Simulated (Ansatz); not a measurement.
**C3H4BF: basis-set convergence**

An exercise on one series of results from a longer session: the logs are not shown, and one member is left open.

Computed with Ansatz 0.2.0, Gaussian basis. Level: one geometry, several basis sets.

The runs, in order: PBE0-D4/def2-SVP; ωB97M-V/def2-SVP; PBE0-D4/def2-QZVPP; ωB97M-V/def2-QZVPP; the functionals' def2-TZVPP values are taken from earlier runs.

## The relaxed structure

All runs share one geometry, relaxed beforehand with PBE0-D4 in a triple-zeta def2 set.

SMILES `FC1=CCB1`, 9 atoms, charge 0, spin multiplicity 1.

Atoms are counted from 1 here; the program's logs count them from 0.

Bond lengths: F1–C2 1.316 Å, C2–C3 1.357 Å, C2–B5 1.502 Å, C3–C4 1.506 Å, C3–H6 1.089 Å, C4–B5 1.593 Å, C4–H7 1.090 Å, C4–H8 1.087 Å, B5–H9 1.191 Å. Angles: F1–C2–C3 129.2°, F1–C2–B5 141.8°, C3–C2–B5 81.9°, C2–C3–C4 100.8°, C2–C3–H6 129.7°, C4–C3–H6 128.2°, C3–C4–B5 74.5°, C3–C4–H7 116.3°, C3–C4–H8 114.0°, B5–C4–H7 118.4°, B5–C4–H8 117.9°, H7–C4–H8 111.3°, C2–B5–C4 91.0°, C2–B5–H9 131.6°, C4–B5–H9 131.7°.

As a file:

```mol
C3H4BF
  3D, bonds by distance, orders not assigned

  9  9  0  0  0  0  0  0  0  0999 V2000
    1.3330    0.6144    2.0129 F   0  0
    0.5461    0.1793    1.0519 C   0  0
    0.8404   -0.0799   -0.2474 C   0  0
   -0.4834   -0.6040   -0.7381 C   0  0
   -0.8316    0.3595    0.4823 B   0  0
    1.7069    0.2164   -0.8364 H   0  0
   -0.7811   -0.2991   -1.7415 H   0  0
   -0.6164   -1.6730   -0.5952 H   0  0
   -1.6253    1.2403    0.5945 H   0  0
  1  2  8  0
  2  3  8  0
  3  4  8  0
  4  5  8  0
  3  6  8  0
  4  7  8  0
  4  8  8  0
  5  9  8  0
  2  5  8  0
M  END
```

Set-up of the first run:

Contents of in.yaml:

```yaml
crystal:
  periodic: [false, false, false]
  atoms:
    - {symbol: F, position_ang: [1.333005, 0.614379, 2.012918]}
    - {symbol: C, position_ang: [0.546065, 0.179319, 1.051886]}
    - {symbol: C, position_ang: [0.840441, -0.079923, -0.247365]}
    - {symbol: C, position_ang: [-0.483359, -0.604034, -0.738107]}
    - {symbol: B, position_ang: [-0.831579, 0.359458, 0.482250]}
    - {symbol: H, position_ang: [1.706851, 0.216385, -0.836420]}
    - {symbol: H, position_ang: [-0.781120, -0.299117, -1.741544]}
    - {symbol: H, position_ang: [-0.616381, -1.673002, -0.595250]}
    - {symbol: H, position_ang: [-1.625321, 1.240337, 0.594532]}
basis:
  gaussian: {orbitals: def2-SVP}
hamiltonian: {xc: pbe0, dispersion: d4}
output: {orbitals: {seedname: orbitals}}
```

Started as:

```sh
$ ansatz run in.yaml --threads 2 --pin off --events-out ev --progress --plain --max-ram 4352MiB
```

Among the steps run: PBE0-D4 in def2-SVP; ωB97M-V in def2-SVP; PBE0-D4 in def2-QZVPP; ωB97M-V in def2-QZVPP.

One table of the session follows, with a row left open; its other results are not shown here.

| functional | basis | HOMO (eV) |
| --- | --- | --- |
| PBE0-D4 | def2-SVP | -7.78 |
| PBE0-D4 | def2-TZVPP | -7.82 |
| PBE0-D4 | def2-QZVPP | -7.84 |
| ωB97M-V | def2-SVP | -9.96 |
| ωB97M-V | def2-TZVPP | ? |
| ωB97M-V | def2-QZVPP | -10.04 |

Estimate the missing values for ωB97M-V, def2-TZVPP.

As computed: HOMO (eV): -10.02. In the column «HOMO (eV)» it lies between ωB97M-V, def2-QZVPP (-10.04) and ωB97M-V, def2-SVP (-9.96).
